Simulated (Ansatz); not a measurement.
Debugging a comparison of functionals at one structure of In₃Sb, space group Pm-3m (the Ansatz DFT code, driven from Python).

Input file `in3sb.xyz`:
```text
4
Lattice="4.836962 0.0 0.0 0.0 4.836962 0.0 0.0 0.0 4.836962" Properties=species:S:1:pos:R:3 pbc="T T T"
In    2.41848100    2.41848100    0.00000000
In    2.41848100    0.00000000    2.41848100
In    0.00000000    2.41848100    2.41848100
Sb    0.00000000    0.00000000    0.00000000
```

Script `xc.py`:
```python
"""Functional comparison for In3Sb (totals differ with the potentials too)."""

import ansatz as az
import pandas as pd

OCCUPATIONS = "fixed"
CUTOFF = 470
K_SPACING = 0.36


def main() -> None:
    cell = az.Crystal.from_extxyz("in3sb.xyz")

    setup = (
        cell.calculation()
        .occupations(OCCUPATIONS)
        .pseudopotentials("paw")
        .basis(CUTOFF)
        .kpoints(spacing=K_SPACING)
        .stress()
        .band_table()
    )

    rows = []
    for value in ["lda", "blyp", "pbesol"]:
        rep = setup.functional(value).run(threads=1).report
        rows.append((value, rep["free_energy_ev"] / len(rep["lattice"]["sites"]), rep["n_iterations"], sum(rep["stress_gpa"][i][i] for i in range(3)) / 3, rep["gap_by_band_count_ev"], rep["n_kpoints"]))

    table = pd.DataFrame(rows, columns=["functional", "F/atom (eV)", "iterations", "P (GPa)", "gap by band count (eV)", "k-points"])
    print(table.round(5).to_string(index=False))


if __name__ == "__main__":
    main()
```

```console
$ python xc.py
RunWarning: iter 1: σ=0 fill of 27 bands saw a band overlap (occupied 9.4353 eV > unoccupied 6.1032 eV) — on an unconverged iterate often a transient of an unconverged empty band; one that stands at [...]
RunWarning: a fill by count may have filled part of one level: at k-index 2 the highest filled band, 8.954275 eV, and the lowest empty band, 8.954275 eV, stand 3.553e-15 eV apart, within the solve's [...]
RunWarning: the bands overlap at the fill by count (27 filled at each k-point of a channel): the highest filled level, 9.502120 eV at k-index 1, stands 3.5507 eV over the lowest empty one, 5.951439 [...]
functional  F/atom (eV)  iterations  P (GPa)  gap by band count (eV)  k-points
       lda  -5676.61803           7 -2.55793                -3.55068        10
      blyp  -5835.46663           7  5.34505                -3.41549        10
    pbesol  -5745.89446           7 -1.19003                -3.61672        10
```
(Warnings from the package without file and line, shortened, repeats left out.)

The script ran to its end, but the result can't be trusted. Why?

The fault: fixed occupations, though the bands overlap at this level of theory. The correction:

```diff
--- before
+++ after
@@ -5,3 +5,4 @@
 
-OCCUPATIONS = "fixed"
+OCCUPATIONS = "fermi_dirac"
+WIDTH_EV = 0.1
 CUTOFF = 470
@@ -15,3 +16,3 @@
         cell.calculation()
-        .occupations(OCCUPATIONS)
+        .occupations(OCCUPATIONS, width=WIDTH_EV)
         .pseudopotentials("paw")
@@ -20,3 +21,2 @@
         .stress()
-        .band_table()
     )
@@ -26,5 +26,5 @@
         rep = setup.functional(value).run(threads=1).report
-        rows.append((value, rep["free_energy_ev"] / len(rep["lattice"]["sites"]), rep["n_iterations"], sum(rep["stress_gpa"][i][i] for i in range(3)) / 3, rep["gap_by_band_count_ev"], rep["n_kpoints"]))
+        rows.append((value, rep["free_energy_ev"] / len(rep["lattice"]["sites"]), rep["n_iterations"], sum(rep["stress_gpa"][i][i] for i in range(3)) / 3, rep["n_kpoints"]))
 
-    table = pd.DataFrame(rows, columns=["functional", "F/atom (eV)", "iterations", "P (GPa)", "gap by band count (eV)", "k-points"])
+    table = pd.DataFrame(rows, columns=["functional", "F/atom (eV)", "iterations", "P (GPa)", "k-points"])
     print(table.round(5).to_string(index=False))
```

The mended script runs so:

```console
$ python xc.py
functional  F/atom (eV)  iterations  P (GPa)  k-points
       lda  -5676.75198           7 -4.41031        10
      blyp  -5835.59126           8  3.74096        10
    pbesol  -5746.03457           7 -3.22710        10
```

What to keep in mind:
- BLYP can be off by several per cent in the lattices of metals, and by several GPa in the pressure at a fixed cell.
- The mesh is modest for a metal, so energies can be off by several to tens of meV an atom and pressures by half a GPa or more; differences at equal mesh fare better.
- Pressure is positive in compression.
- This cell is a computed structure, which may not be the phase found in nature.
- Total energies of different functionals can't be compared; pressures, moments and gaps at this one structure can.
- Run time: 4 s on 1 thread of AMD EPYC 9R45 96-Core Processor (Zen 5) (shared host), peak memory 0.52 GiB.

(Lines on the test bed's own set-up are left out of the output.)
